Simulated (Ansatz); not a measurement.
# Si4BN3: the cost of one run

Program: Ansatz 0.2.0. Level of theory: DFT PBE, scalar-relativistic, plane waves, PAW, unless a step names another level. These are calculated values, not measurements.

3 further runs of the same task are left out: 1 that didn't finish, 2 set aside as unsound or not needed. Runs told in other sessions of the task aren't counted.

### 1 The starting structure

Symmetry: P3m1, No. 156, trigonal system. Conventional cell: a = 2.741 Å, b = 2.741 Å, c = 16.559 Å, α = 90.00°, β = 90.00°, γ = 120.00°. Si (site symmetry 3m) has 3 N at 1.71 Å in its first shell of neighbours. Si (site symmetry 3m) is surrounded by 10 Si at 2.43 to 2.74 Å. B (site symmetry 3m) has 3 N at 1.58 Å in its first shell of neighbours. N (site symmetry 3m) has 3 B at 1.58 Å in its first shell of neighbours. N (site symmetry 3m) is surrounded by 3 Si at 1.71 Å.

Structure file:

```cif
data_structure
_symmetry_space_group_name_H-M 'P3m1'
_symmetry_Int_Tables_number 156
_cell_length_a 2.7410
_cell_length_b 2.7410
_cell_length_c 16.5589
_cell_angle_alpha 90.000
_cell_angle_beta 90.000
_cell_angle_gamma 120.000
_cell_volume 107.74
loop_
_atom_site_label
_atom_site_type_symbol
_atom_site_symmetry_multiplicity
_atom_site_Wyckoff_symbol
_atom_site_fract_x
_atom_site_fract_y
_atom_site_fract_z
_atom_site_occupancy
Si1 Si 1 c 0.66667 0.33333 0.48351 1
Si2 Si 1 c 0.66667 0.33333 0.33698 1
Si3 Si 1 b 0.33333 0.66667 0.05503 1
Si4 Si 1 b 0.33333 0.66667 0.20155 1
B1 B 1 a 0.00000 0.00000 0.77119 1
N1 N 1 b 0.33333 0.66667 0.77119 1
N2 N 1 a 0.00000 0.00000 0.52223 1
N3 N 1 a 0.00000 0.00000 0.01631 1
```

It came out lowest among 23 distinct ends of the trial cells. At a tolerance of 0.05 Å it has space group P3m1 (No. 156).

### 2 A stricter relaxation, on the response runs' mesh and smearing

The input, input.yaml:

```yaml
crystal:
  lattice:
    - [2.7409914322, 0.0, 0.0]
    - [-1.3704957161, 2.3737682119, 0.0]
    - [0.0, 0.0, 16.55894393]
  atoms:
    - { symbol: Si, position: [0.6666666667, 0.3333333333, 0.4835052579] }
    - { symbol: Si, position: [0.6666666667, 0.3333333333, 0.3369817897] }
    - { symbol: Si, position: [0.3333333333, 0.6666666667, 0.0550301153] }
    - { symbol: Si, position: [0.3333333333, 0.6666666667, 0.2015531372] }
    - { symbol: B, position: [0.0, 0.0, 0.7711946847] }
    - { symbol: "N", position: [0.3333333333, 0.6666666667, 0.7711949147] }
    - { symbol: "N", position: [0.0, 0.0, 0.5222254609] }
    - { symbol: "N", position: [0.0, 0.0, 0.0163146395] }
basis:
  ecutwfc: 420
kpoints:
  mp_grid: { grid: [12, 12, 2] }
hamiltonian:
  xc: pbe
scf:
  occupations: { method: gaussian, width: 0.1 }
output:
  forces: true
  stress: true
  eigenvalues: true
relax:
  adjacent_minimum: "off"
  f_tol: 0.001
  max_steps: 60
  cell: { stress_tol: 0.01 }
```

Started as:

```console
> ansatz run input.yaml --threads 3 --pin off --max-ram 7680MiB --backend cpu --events-out ev --progress --plain --runs-dir out
```

**Question.** How long does this run take on 3 threads of Intel Xeon 6975P-C (Granite Rapids), shared host, and how much memory does it need?

About 21 s, with a peak of 0.44 GiB.
